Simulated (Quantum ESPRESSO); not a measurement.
Crystal: NaLaMnMoO6.

```
Na La Mn Mo O
1.0
     5.10934   -0.00669    0.01056
    -0.23945    5.68925    0.00703
    -0.92899   -2.82542    5.11884
Na La Mn Mo O
1 1 1 1 6
Cartesian
  1.9223 1.9516 0.3919
  -0.6075 1.8350 3.5165
  1.8742 -0.9083 2.0852
  4.0976 4.6175 1.5746
  2.6717 1.1441 5.1017
  2.9598 3.6581 2.8448
  3.1703 0.4987 1.9182
  0.4613 3.2483 1.8839
  0.7994 -0.1395 0.5996
  0.3708 -0.2245 3.2390
```

The cell was built by a generator and needn't be a form met in nature.

| Property | Result |
| --- | --- |
| Program | Quantum ESPRESSO 7.5 |
| Task | single point |
| Functional | PBE |
| Potentials or basis | SSSP 1.3 efficiency PBE |
| Cutoff | 884 eV |
| Density cutoff | 10612 eV |
| k mesh | 6 × 6 × 5 |
| Occupations | fermi-dirac, width 0.05 eV |
| Spin | collinear spin, ferromagnetic start |
| Starting moments | [0.0, 0.0, 4.0, 1.0, 0.0, 0.0, 0.0, 0.0, 0.0, 0.0] μB |

On this cell: pressure 0.2 GPa; largest force 0.092 eV/Å; net moment 3.00 μB per cell; site moments Na +0.00; La +0.01; Mn +2.68; Mo -0.17; O +0.02, +0.00, -0.00, +0.01, +0.07 μB; band gap on the k mesh 0.85 eV, indirect (least direct gap 1.10 eV).

The same run follows on a disturbed copy (atoms moved at random, drawn with an rms of 0.05 Å):

```
CELL_PARAMETERS angstrom
5.10934 -0.00669 0.01056
-0.23945 5.68925 0.00703
-0.92899 -2.82542 5.11884
ATOMIC_POSITIONS crystal
Na 0.40883 0.38314 0.06865
La 0.03023 0.66238 0.68989
Mn 0.43620 0.04191 0.40285
Mo 0.90659 0.96611 0.31004
O 0.73735 0.69358 0.99202
O 0.72008 0.91974 0.55704
O 0.69757 0.27224 0.37454
O 0.18443 0.75103 0.35933
O 0.18214 0.03660 0.11979
O 0.20874 0.27755 0.63197
```

What changes?

The energy moves by +6.5 meV/atom; pressure -0.1 GPa; largest force 1.066 eV/Å; net moment 3.00 μB per cell; site moments Na +0.00; La +0.01; Mn +2.70; Mo -0.18; O +0.02, -0.00, -0.01, +0.01, +0.08 μB; band gap on the k mesh 0.69 eV, indirect (least direct gap 0.97 eV).

Forces in eV/Å, atoms in the order of the input:
```
Na   0.052 -0.073  0.089
La   0.050  0.167 -0.125
Mn   0.654 -0.145  0.073
Mo  -0.665 -0.188 -0.811
O    0.078  0.333  0.735
O    0.071  0.233 -0.202
O    0.116  0.041  0.070
O    0.261 -0.435  0.328
O   -0.164  0.115 -0.252
O   -0.452 -0.047  0.095
```

Stress tensor (GPa, compression positive):
```
 0.31 -0.95 -0.16
-0.95  0.28 -0.46
-0.16 -0.46 -0.85
```

Caveats: spin-orbit coupling is left out, which moves the levels of the heavy elements; an odd mesh through Γ misses points on the zone boundary, where band edges often lie; a cell with one magnetic atom can't hold antiferromagnetic order, which such compounds often take.
